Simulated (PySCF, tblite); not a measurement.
# C₃H₇BrSSi₂: geometry, infrared bands and NMR shifts

Aim: predict the infrared bands and NMR shifts of C₃H₇BrSSi₂ (`C#C[Si@@H](Br)[SiH2]SC`).

Programs: tblite 0.8.0 and PySCF 2.14.0, with density-fitted response routines of our own. Each step states its level of theory. These are calculated values for one molecule in the gas phase, unless marked as measured. Atoms are numbered from 0 throughout.

## 1. The molecule as given

14 atoms, charge 0, multiplicity 1; geometry from: force field or distance geometry start.

Bonds of the start (Å): C0–C1 1.20, C1–Si2 1.83, Si2–Br3 2.25, Si2–Si4 2.25, Si4–S5 2.17, S5–C6 1.84, C0–H7 1.04, Si2–H8 1.46, Si4–H9 1.46, Si4–H10 1.46, C6–H11 1.11, C6–H12 1.10, C6–H13 1.10.

## 2. Relaxing the molecule with GFN2-xTB

What the job is given:

```
{"job": {"kind": "relax", "xc": "GFN2-xTB", "basis": "xTB"}, "charge": 0, "multiplicity": 1}
C     -1.696400     0.179700    -2.641500
C     -1.442400     0.448800    -1.503700
Si    -1.008200     0.846200     0.228900
Br    -2.594400     2.094800     1.220300
Si    -0.521800    -0.996600     1.415600
S      1.378500    -1.678400     0.632700
C      2.255100    -0.161600     0.078700
H     -1.943100    -0.047200    -3.621800
H      0.222800     1.631800     0.181100
H     -1.500900    -2.049000     1.135600
H     -0.350100    -0.715900     2.840000
H      1.910300     0.649600     0.755000
H      3.339800    -0.252300     0.218900
H      1.950200     0.049500    -0.962100
```

Command:

```console
OMP_NUM_THREADS=1 python probes_run.py task.json out
```

One launch serves the whole session: the jobs run in the order shown.

Standard output:

```text
step      E/eV     max force
  0    -564.57130    0.960
  1    -564.62204    0.665
  2    -564.64400    2.336
  3    -564.67975    0.944
  4    -564.70572    0.722
  5    -564.75129    0.433
  6    -564.76935    0.446
  7    -564.78842    0.391
  8    -564.80343    0.278
  9    -564.81541    0.371
 10    -564.82339    0.299
 11    -564.82852    0.183
 12    -564.83197    0.213
 13    -564.83577    0.221
 14    -564.84096    0.231
 15    -564.84621    0.214
 16    -564.84965    0.132
 17    -564.85160    0.114
 18    -564.85341    0.134
 19    -564.85639    0.241
 20    -564.86101    0.301
 21    -564.86647    0.247
 22    -564.87103    0.197
 23    -564.87441    0.169
 24    -564.87732    0.206
 25    -564.88007    0.216
 26    -564.88236    0.150
 27    -564.88408    0.107
 28    -564.88552    0.102
 29    -564.88701    0.115
 30    -564.88848    0.112
 31    -564.88974    0.099
 32    -564.89081    0.099
 33    -564.89176    0.084
 34    -564.89264    0.088
 35    -564.89348    0.076
 36    -564.89431    0.063
 37    -564.89508    0.080
 38    -564.89569    0.073
 39    -564.89608    0.045
 40    -564.89635    0.042
 41    -564.89665    0.046
 42    -564.89714    0.074
 43    -564.89791    0.095
 44    -564.89882    0.088
 45    -564.89955    0.066
 46    -564.90008    0.073
 47    -564.90056    0.093
 48    -564.90120    0.100
 49    -564.90232    0.104
 50    -564.90362    0.081
 51    -564.90429    0.074
 52    -564.90498    0.059
 53    -564.90572    0.085
 54    -564.90671    0.090
 55    -564.90751    0.064
 56    -564.90786    0.082
 57    -564.90825    0.052
 58    -564.90859    0.047
 59    -564.90981    0.065
 60    -564.91054    0.065
 61    -564.91161    0.083
 62    -564.91247    0.068
 63    -564.91328    0.066
 64    -564.91370    0.066
 65    -564.91409    0.038
 66    -564.91437    0.037
 67    -564.91464    0.039
 68    -564.91476    0.038
 69    -564.91530    0.040
 70    -564.91576    0.052
 71    -564.91617    0.056
 72    -564.91638    0.051
 73    -564.91654    0.048
 74    -564.91671    0.048
 75    -564.91696    0.043
 76    -564.91720    0.035
 77    -564.91733    0.019
 78    -564.91738    0.017
 79    -564.91742    0.015
 80    -564.91747    0.018
 81    -564.91756    0.020
 82    -564.91767    0.020
 83    -564.91775    0.016
 84    -564.91778    0.015
 85    -564.91781    0.013
 86    -564.91785    0.020
 87    -564.91795    0.030
 88    -564.91808    0.034
 89    -564.91822    0.025
 90    -564.91832    0.027
 91    -564.91839    0.024
 92    -564.91850    0.023
 93    -564.91864    0.029
 94    -564.91878    0.022
 95    -564.91885    0.013
 96    -564.91888    0.010
 97    -564.91890    0.011
 98    -564.91893    0.014
 99    -564.91898    0.016
100    -564.91903    0.013
101    -564.91905    0.007
```

Run time: 0.84 s. Hardware: 1 thread of Arm Neoverse V2, shared host.

Step by step: (not every step is listed)

```csv
step,energy from step 0 (eV),largest force (eV/Å)
0,0.0000,0.9599
1,-0.0507,0.6648
2,-0.0727,2.3358
3,-0.1085,0.9441
4,-0.1344,0.7224
5,-0.1800,0.4326
6,-0.1981,0.4460
7,-0.2171,0.3910
8,-0.2321,0.2776
16,-0.2784,0.1317
24,-0.3060,0.2061
32,-0.3195,0.0992
40,-0.3251,0.0423
48,-0.3299,0.1003
56,-0.3366,0.0817
64,-0.3424,0.0661
72,-0.3451,0.0513
80,-0.3462,0.0185
88,-0.3468,0.0335
96,-0.3476,0.0105
97,-0.3476,0.0114
98,-0.3476,0.0144
99,-0.3477,0.0156
100,-0.3477,0.0131
101,-0.3478,0.0070
```

Distances of close pairs at the start and the end, largest changes first:

```csv
bond,before (Å),after (Å),change (Å)
Si2–Si4,2.245,2.317,+0.072
C6–H11,1.111,1.086,-0.025
C6–H13,1.105,1.087,-0.018
Si4–S5,2.165,2.148,-0.018
S5–C6,1.837,1.820,-0.017
C1–Si2,1.830,1.847,+0.017
C0–H7,1.036,1.052,+0.016
C6–H12,1.097,1.085,-0.013
```

The end geometry stands in the next job.

## 3. Infrared spectrum with GFN2-xTB

What the job is given:

```
{"job": {"kind": "ir", "xc": "GFN2-xTB", "basis": "xTB"}, "charge": 0, "multiplicity": 1}
C     -1.777022     0.254047    -2.773114
C     -1.526089     0.562075    -1.637721
Si    -1.153923     0.960927     0.126622
Br    -3.107102     1.642827     1.014601
Si    -0.398621    -0.835933     1.379411
S      1.268563    -1.778757     0.407904
C      2.404611    -0.365213     0.252975
H     -1.995127    -0.001766    -3.770196
H     -0.352963     2.188994     0.115779
H     -1.343530    -1.932997     1.519621
H      0.073326    -0.383902     2.692209
H      2.561533     0.093587     1.224729
H      3.342855    -0.760521    -0.121517
H      2.002812     0.356160    -0.453469
```

Standard output:

```text
mode    cm-1     km/mol
  1       5.8      1.21
  2      42.0      5.06
  3      53.5      4.96
  4      80.8      7.66
  5     104.0      3.05
  6     110.4      2.68
  7     129.4      0.43
  8     188.5      1.28
  9     240.6     25.17
 10     259.0     24.84
 11     349.8     26.97
 12     389.8     13.31
 13     452.0     59.95
 14     526.1      7.37
 15     584.4     81.79
 16     605.7    294.84
 17     645.7    450.98
 18     675.7    138.36
 19     687.0     57.54
 20     695.7     10.52
 21     703.1    125.13
 22     726.6     21.87
 23     749.0    170.14
 24     945.5      0.18
 25     958.3      1.79
 26    1325.6      1.11
 27    1453.6      9.91
 28    1464.3      8.83
 29    2198.4     41.98
 30    2214.2    101.58
 31    2222.5    299.28
 32    2331.0    183.33
 33    3016.6     11.08
 34    3025.8      9.48
 35    3060.4      1.34
 36    3358.5      0.34
```

Wall time 0.57 s (1 thread of Arm Neoverse V2, shared host).

Which atoms move in the most intense modes:

```csv
cm⁻¹,km/mol,atoms
606,294.8,"H8 67 %, H10 18 %"
646,451.0,"H8 66 %, H10 13 %"
676,138.4,"H7 66 %, C0 14 %"
703,125.1,"Si2 46 %, C0 20 %, C1 13 %"
749,170.1,"H10 43 %, H9 43 %"
2214,101.6,"H8 57 %, H10 39 %"
2222,299.3,"H10 58 %, H8 39 %"
2331,183.3,H9 96 %
```

## 4. Shielding tensors: PBE0/pcSseg-1

Settings changed since step 3:

```diff
@@ -1,2 +1,2 @@
-{"job": {"kind": "ir", "xc": "GFN2-xTB", "basis": "xTB"}, "charge": 0, "multiplicity": 1}
+{"job": {"kind": "nmr", "xc": "PBE0", "basis": "pcSseg-1"}, "charge": 0, "multiplicity": 1}
 C     -1.777022     0.254047    -2.773114
```

With the program's defaults for keys left out, this is: GIAO PBE0/pcSseg-1 NMR shielding, non-relativistic, gas phase.

Standard output:

```text
coarse grid: 59320 points
cycle   1  E = -3668.6553402518  dE = -6.639e-01  |g| = 7.899e-01  |ddm| = 3.682e+00
cycle   2  E = -3668.6470747482  dE =  8.266e-03  |g| = 5.496e-01  |ddm| = 1.205e+00
cycle   3  E = -3668.7080522730  dE = -6.098e-02  |g| = 1.596e-01  |ddm| = 8.316e-01
cycle   4  E = -3668.7156233244  dE = -7.571e-03  |g| = 3.093e-02  |ddm| = 2.447e-01
cycle   5  E = -3668.7157554620  dE = -1.321e-04  |g| = 1.320e-02  |ddm| = 4.263e-02
cycle   6  E = -3668.7157937114  dE = -3.825e-05  |g| = 5.228e-03  |ddm| = 1.316e-02
cycle   7  E = -3668.7158004553  dE = -6.744e-06  |g| = 1.059e-03  |ddm| = 4.757e-03
final grid: 119904 points
cycle   8  E = -3668.7157945820  dE =  2.769e-07  |g| = 1.584e-03  |ddm| = 3.546e-03
cycle   9  E = -3668.7157929362  dE =  1.646e-06  |g| = 3.013e-03  |ddm| = 3.739e-03
cycle  10  E = -3668.7157951661  dE = -2.230e-06  |g| = 5.059e-04  |ddm| = 2.219e-03
cycle  11  E = -3668.7157952309  dE = -6.481e-08  |g| = 3.043e-05  |ddm| = 5.253e-04
cycle  12  E = -3668.7157952311  dE = -1.728e-10  |g| = 5.996e-06  |ddm| = 3.586e-05
converged SCF energy = -3668.7157952311

GIAO shielding tensors (ppm)
atom      isotropic    diamagn.    paramagn.     s11        s22        s33       span
  0 C       77.302     259.611    -182.309     -3.924      1.222    234.607    238.531
  1 C      100.708     260.878    -160.169     -0.673     12.249    290.548    291.221
  2 Si     388.755     877.160    -488.405    353.659    379.692    432.915     79.256
  3 Br    2729.969    3122.560    -392.591   2466.725   2833.761   2889.420    422.695
  4 Si     397.933     879.104    -481.172    347.213    389.025    457.561    110.348
  5 S      715.026    1058.194    -343.167    609.055    647.147    888.877    279.822
  6 C      171.363     252.371     -81.008    162.192    162.853    189.042     26.849
  7 H       29.295      32.633      -3.338     24.163     24.605     39.117     14.954
  8 H       25.864      27.971      -2.107     21.661     25.005     30.926      9.266
  9 H       27.010      28.578      -1.567     22.906     26.049     32.076      9.170
 10 H       26.939      28.670      -1.730     21.961     26.590     32.267     10.306
 11 H       29.799      30.223      -0.424     24.966     27.429     37.001     12.035
 12 H       29.584      29.063       0.521     23.721     26.524     38.508     14.787
 13 H       29.729      32.152      -2.422     23.560     29.298     36.331     12.771
```

It took 42 s on 1 thread of Arm Neoverse V2, shared host; peak memory 0.88 GiB.

The references, computed at this level on geometries of the same kind, shield at (ppm): 1H TMS 31.72, 13C TMS 186.9, 29Si TMS 349.2, 33S CS2 504, 79Br HBr 2622. Their shielding less the atom's gives the shift. The references are single molecules in the gas phase. Atoms listed in one row are averaged.

```csv
atoms,environment,σ (ppm),δ (ppm),δ scaled to CDCl3
C0,terminal alkyne carbon,77.3,109.6,105.1
C1,alkyne carbon,100.7,86.2,82.2
C6,methyl carbon bonded to S,171.4,15.6,8.9
H8,"hydrogen on a silicon bonded to C, Br, Si",25.86,5.85,–
H10,"hydrogen on a silicon bonded to S, Si",26.94,4.78,–
H9,"hydrogen on a silicon bonded to S, Si",27.01,4.71,–
H7,hydrogen on a terminal alkyne carbon,29.29,2.42,2.39
"H11, H12, H13",hydrogen on a methyl carbon bonded to S,29.70,2.01,2.00
Si2,"silicon bonded to C, Br, Si, H",388.8,-39.6,–
Si4,"silicon bonded to S, Si, 2 H",397.9,-48.8,–
Br3,bromine bonded to Si,2730,-108,–
S5,"sulfur bonded to C, Si",715,-211,–
```

The scaled column applies a straight-line fit of computed shieldings to shifts measured in CDCl3, with any fitted terms for Cl, Br or S neighbours (root-mean-square error 0.16 ppm for H, 1.9 ppm for C).

The run also stored atomic charges by several schemes (e):

```csv
atoms,Mulliken,IAO,Hirshfeld,ESP fit
C0,-0.18,-0.16,-0.07,-0.36
C1,-0.16,-0.33,-0.16,-0.03
Si2,0.60,0.58,0.27,0.13
Br3,-0.36,-0.26,-0.12,-0.14
Si4,0.29,0.41,0.23,0.21
S5,-0.27,-0.16,-0.09,-0.22
C6,-0.42,-0.50,-0.12,-0.46
```

Mayer bond orders: C0–C1 2.55, C1–Si2 0.90, Si2–Br3 0.91, Si2–Si4 0.84, Si4–S5 0.97, S5–C6 1.00.

Orbitals, density, ELF and potential are computed afterwards from the orbital file.

Frontier orbitals at PBE0/pcSseg-1, with the share of their density that lies nearest to each atom:

```csv
orbital,energy (eV),lies on
HOMO,-6.98,S5 72 %
LUMO,-1.44,Si2 24 %; Br3 16 %; Si4 10 %
```

ELF in a plane through or near 4 of the atoms.

Ten even steps from ' ' (0.00) to '@' (1.00):
```
                                                        
                                                        
                                                        
                                                        
          ..##%%++                ..::::::--==          
          %%@@@@@@--            ..--==++++**##::        
          @@@@@@@@**++++::    ..==++####******::        
          ++%%@@++::##**::    ..++**%%%%****++::        
          ..--++::::**==      ..****..--%%%%**::        
            --****++==..    ..--##%%--::##**==::        
            ..::::......--++%%--::##%%##==::..          
                    ::::--##@@==....--..                
                  --**++..==@@%%----==--::::..          
              ..%%@@@@@@##==**++--==**######++..        
              ==@@@@@@@@@@==    ::**##%%%%%%**::        
              ::@@@@@@@@%%::    --##%%%%%%##++..        
                ::##%%##::      ==**######++--          
                                ..--====--::            
                                    ....                
                                                        
```
The map spans 12.3 Å across and 10.2 Å up, centred on the molecule. Atoms in the plane (x, y in Å): C1 (2.2, 0.6), C6 (-2.2, 1.0), H10 (-1.5, -2.3), H12 (-2.9, 1.8).

log10 of the density (e/Å³) in the same plane.

Values, 10 rows by 14 columns:
```
-4.0 -4.0 -4.0 -4.0 -4.0 -4.0 -4.0 -4.0 -4.0 -4.0 -4.0 -4.0 -4.0 -4.0
-4.0 -4.0 -4.0 -4.0 -3.9 -4.0 -4.0 -4.0 -4.0 -3.7 -3.4 -3.6 -4.0 -4.0
-4.0 -4.0 -3.2 -1.8 -1.7 -2.2 -2.8 -3.5 -2.5 -1.8 -1.5 -1.6 -2.9 -4.0
-4.0 -4.0 -2.3 -0.4  0.0 -0.6 -1.4 -2.4 -1.5 -0.6 -0.1 -0.7 -2.3 -3.8
-4.0 -4.0 -2.5 -0.8  0.4  0.0 -1.1 -1.7 -0.7  0.5  0.2 -0.9 -2.3 -3.9
-4.0 -4.0 -3.0 -1.5 -0.9 -0.9 -0.9 -0.5 -0.3 -0.2 -0.8 -1.7 -3.0 -4.0
-4.0 -4.0 -4.0 -2.6 -1.6 -0.7 -0.4 -0.2 -0.4 -0.7 -1.0 -1.7 -3.2 -4.0
-4.0 -4.0 -4.0 -2.7 -1.3  0.0 -0.6 -1.3 -1.0 -0.3 -0.3 -1.2 -2.7 -4.0
-4.0 -4.0 -4.0 -3.3 -2.3 -1.7 -1.9 -2.3 -1.5 -0.9 -0.9 -1.7 -3.0 -3.2
-4.0 -4.0 -4.0 -4.0 -3.6 -3.3 -3.4 -3.6 -2.7 -2.2 -2.3 -2.9 -3.1 -3.0
```
The map spans 12.3 Å across and 10.2 Å up, centred on the molecule. Atoms in the plane (x, y in Å): C1 (2.2, 0.6), C6 (-2.2, 1.0), H10 (-1.5, -2.3), H12 (-2.9, 1.8).

On the surface of density 0.002 e/bohr³ the electrostatic potential runs, from the 1st to the 99th percentile, from -0.90 V near S5 to 1.59 V near H7.

## 5. What came out

```
                                                              quantity                             value
                             strongest single infrared mode (GFN2-xTB)              646 cm⁻¹, 451 km/mol
                                          zero-point energy (GFN2-xTB)                     52.3 kcal/mol
                                13C shifts against TMS (PBE0/pcSseg-1)             109.6, 86.2, 15.6 ppm
1H shifts against TMS (PBE0/pcSseg-1, means over atoms taken as alike)  5.85, 4.78, 4.71, 2.42, 2.01 ppm
                               29Si shifts against TMS (PBE0/pcSseg-1)                  -39.6, -48.8 ppm
                               79Br shifts against HBr (PBE0/pcSseg-1)                          -108 ppm
                                33S shifts against CS2 (PBE0/pcSseg-1)                          -211 ppm
                                 surface potential, 1st and 99th percentile                -0.90 V and 1.59 V
```

What this shows: Relaxing lowered the energy by 0.348 eV in 101 steps; the close pair that moved most is Si2–Si4, from 2.245 to 2.317 Å. No mode is imaginary among the 36: a minimum at this level. The strongest single mode, at 646 cm⁻¹, moves mainly H8. GFN2-xTB is a fitted tight-binding method: band positions and strengths are rough. Its intensities can rank the bands wrongly. At PBE0/pcSseg-1: Shielding is most anisotropic at Br3 (span 423 ppm, paramagnetic term -393 ppm). By nearest atom (PBE0/pcSseg-1), the HOMO sits on S5 72 % and the LUMO on Si2 24 %; Br3 16 %. Spin-orbit coupling is left out, which matters for shieldings and couplings at and beside the heavy atoms.
